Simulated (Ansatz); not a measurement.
# C₂H₇BFN: one species, many methods

One table from this session's results is given with a row withheld; the runs are named, their logs left out.

Program: Ansatz 0.2.0, Gaussian basis. Level of theory: functionals in def2-TZVPP, the program's frozen cores in correlated methods. These are calculated values, not measurements.

The runs, in order: PBE-D4, r2SCAN-D4, PBE0-D4, B3LYP-D4, ωB97X-V, ωB97M-V, B2PLYP; CCSD(T)/def2-TZVPP; MP2/def2-QZVPP; extrapolation to the limit.

### The relaxed structure

The geometry comes from an earlier relaxation with PBE0-D4 in a triple-zeta def2 set; it is a stationary point, not always the lowest conformer.

SMILES `BCC(N)F`, 12 atoms, charge 0, spin multiplicity 1.

Atoms are counted from 1 here; the program's logs count them from 0.

Bond lengths: B1–C2 1.553 Å, B1–H6 1.197 Å, B1–H7 1.197 Å, C2–C3 1.508 Å, C2–H8 1.104 Å, C2–H9 1.097 Å, C3–N4 1.408 Å, C3–F5 1.419 Å, C3–H10 1.094 Å, N4–H11 1.011 Å, N4–H12 1.012 Å. Angles: C2–B1–H6 120.0°, C2–B1–H7 121.0°, H6–B1–H7 118.9°, B1–C2–C3 116.4°, B1–C2–H8 104.2°, B1–C2–H9 112.2°, C3–C2–H8 108.6°, C3–C2–H9 110.0°, H8–C2–H9 104.5°, C2–C3–N4 112.9°, C2–C3–F5 106.6°, C2–C3–H10 111.4°, N4–C3–F5 111.7°, N4–C3–H10 109.2°, F5–C3–H10 104.7°, C3–N4–H11 112.2°, C3–N4–H12 111.9°, H11–N4–H12 109.3°.

Set-up of the first run:

Contents of in.yaml:

```yaml
crystal:
  periodic: [false, false, false]
  atoms:
    - {symbol: B, position_ang: [-0.408028, 1.754828, 0.702988]}
    - {symbol: C, position_ang: [-0.629777, 0.291272, 0.233918]}
    - {symbol: C, position_ang: [0.603270, -0.480512, -0.164908]}
    - {symbol: N, position_ang: [0.328777, -1.822245, -0.493282]}
    - {symbol: F, position_ang: [1.183885, 0.217458, -1.255307]}
    - {symbol: H, position_ang: [-1.332829, 2.512632, 0.757478]}
    - {symbol: H, position_ang: [0.665429, 2.124829, 1.082288]}
    - {symbol: H, position_ang: [-1.089097, -0.205788, 1.105789]}
    - {symbol: H, position_ang: [-1.388940, 0.219672, -0.554748]}
    - {symbol: H, position_ang: [1.364583, -0.450246, 0.620075]}
    - {symbol: H, position_ang: [1.158025, -2.320246, -0.786953]}
    - {symbol: H, position_ang: [-0.378498, -1.896956, -1.213138]}
basis:
  gaussian: {orbitals: def2-TZVPP}
hamiltonian: {xc: pbe, dispersion: d4}
output: {forces: true, orbitals: {seedname: orbitals}}
```

Run with:

```
$ ansatz run in.yaml --threads 4 --pin off --events-out ev --progress --plain --max-ram 10444MiB
```

Steps of the session up to this table: PBE-D4 (GGA); r2SCAN-D4 (meta-GGA); PBE0-D4 (hybrid); B3LYP-D4 (hybrid); ωB97X-V (range-separated); ωB97M-V (range-separated); B2PLYP (double hybrid); CCSD(T) in def2-TZVPP; MP2 in def2-QZVPP.

One table of the session follows, with a row left open; its other results are not shown here.

It belongs to the step «Atomisation energies». 

```
            method  atoms, summed (eV)  atomisation energy (eV)
            PBE-D4           -7017.833                   47.443
         r2SCAN-D4           -7023.551                   46.449
           PBE0-D4           -7019.348                   46.596
          B3LYP-D4           -7027.941                   46.518
           ωB97X-V           -7025.187                   46.536
           ωB97M-V           -7024.322                   46.596
            B2PLYP                   ?                        ?
     HF/def2-TZVPP           -6999.599                   33.884
    MP2/def2-TZVPP           -7012.344                   45.794
   CCSD/def2-TZVPP           -7014.784                   44.466
CCSD(T)/def2-TZVPP           -7015.085                   45.084
           MP2/CBS           -7014.789                   46.945
       CCSD(T)/CBS           -7017.531                   46.234
```

Q: Estimate the row for B2PLYP from the others.

The run gave: atoms, summed (eV): -7022.379; atomisation energy (eV): 45.983. In the column «atoms, summed (eV)» it lies between r2SCAN-D4 (-7023.551) and PBE0-D4 (-7019.348).
